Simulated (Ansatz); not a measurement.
# C5H11BSi: the cost of one run

Method: RKS CAM-B3LYP-D4/STO-3G, in Ansatz 0.2.0.

## Step 1: The structure to begin with

Bond lengths (14 of 17 bonds, heavy atoms first): B1–C2 1.641 Å, C2–Si3 1.866 Å, C2–C4 1.502 Å, C4–C5 1.177 Å, C2–C6 1.542 Å, C6–C7 1.513 Å, B1–H8 1.120 Å, B1–H9 1.230 Å, Si3–H10 1.432 Å, Si3–H11 1.467 Å, Si3–H12 1.530 Å, C5–H13 1.083 Å, C6–H14 1.098 Å, C6–H15 1.144 Å. Angles (14 of 29 angles, heavy atoms first): B1–C2–Si3 106.0°, B1–C2–C4 109.5°, B1–C2–C6 113.5°, Si3–C2–C4 105.7°, Si3–C2–C6 108.7°, C4–C2–C6 112.9°, C2–C4–C5 173.8°, C2–C6–C7 113.9°, C2–B1–H8 119.9°, C2–B1–H9 118.5°, C2–Si3–H10 110.6°, C2–Si3–H11 109.5°, C2–Si3–H12 108.5°, C4–C5–H13 179.2°.

As a file:

```xyz
18

B     0.7494   -0.8139    1.4548
C     0.3963   -0.1165    0.0123
Si    1.5656   -0.8767   -1.2280
C     0.7491    1.3423    0.0607
C     0.9005    2.5093    0.0879
C    -1.0522   -0.3688   -0.4535
C    -2.1020    0.2290    0.4579
H     0.5913   -1.9135    1.5967
H     1.0399   -0.0854    2.4024
H     1.3854   -0.2857   -2.5199
H     1.3622   -2.3293   -1.2654
H     3.0006   -0.6109   -0.7690
H     1.0454    3.5823    0.1260
H    -1.2209    0.0372   -1.4594
H    -1.2304   -1.4973   -0.5076
H    -2.0162    1.3650    0.5216
H    -2.0580   -0.1666    1.4783
H    -3.1435    0.0107    0.0560
```

## Step 2: Preparing the start

input.yaml

```yaml
crystal:
  periodic: [false, false, false]
  atoms:
    - { symbol: B, position_ang: [0.7494, -0.8139, 1.4548] }
    - { symbol: C, position_ang: [0.3963, -0.1165, 0.0123] }
    - { symbol: Si, position_ang: [1.5656, -0.8767, -1.228] }
    - { symbol: C, position_ang: [0.7491, 1.3423, 0.0607] }
    - { symbol: C, position_ang: [0.9005, 2.5093, 0.0879] }
    - { symbol: C, position_ang: [-1.0522, -0.3688, -0.4535] }
    - { symbol: C, position_ang: [-2.102, 0.229, 0.4579] }
    - { symbol: H, position_ang: [0.5913, -1.9135, 1.5967] }
    - { symbol: H, position_ang: [1.0399, -0.0854, 2.4024] }
    - { symbol: H, position_ang: [1.3854, -0.2857, -2.5199] }
    - { symbol: H, position_ang: [1.3622, -2.3293, -1.2654] }
    - { symbol: H, position_ang: [3.0006, -0.6109, -0.769] }
    - { symbol: H, position_ang: [1.0454, 3.5823, 0.126] }
    - { symbol: H, position_ang: [-1.2209, 0.0372, -1.4594] }
    - { symbol: H, position_ang: [-1.2304, -1.4973, -0.5076] }
    - { symbol: H, position_ang: [-2.0162, 1.365, 0.5216] }
    - { symbol: H, position_ang: [-2.058, -0.1666, 1.4783] }
    - { symbol: H, position_ang: [-3.1435, 0.0107, 0.056] }
basis:
  gaussian: { orbitals: STO-3G }
hamiltonian:
  xc: cam_b3lyp
  dispersion: d4
relax:
  f_tol: 0.02
  max_steps: 40
scf:
  lower_state_search: "off"
```

On the command line:

```console
> ansatz run input.yaml --threads 1 --pin off --max-ram 2048MiB --backend cpu --events-out ev --progress --plain --runs-dir out
```

What time and memory should one allow on 1 thread of Arm Neoverse V1, shared host?

About 54 s, with a peak of 0.13 GiB.
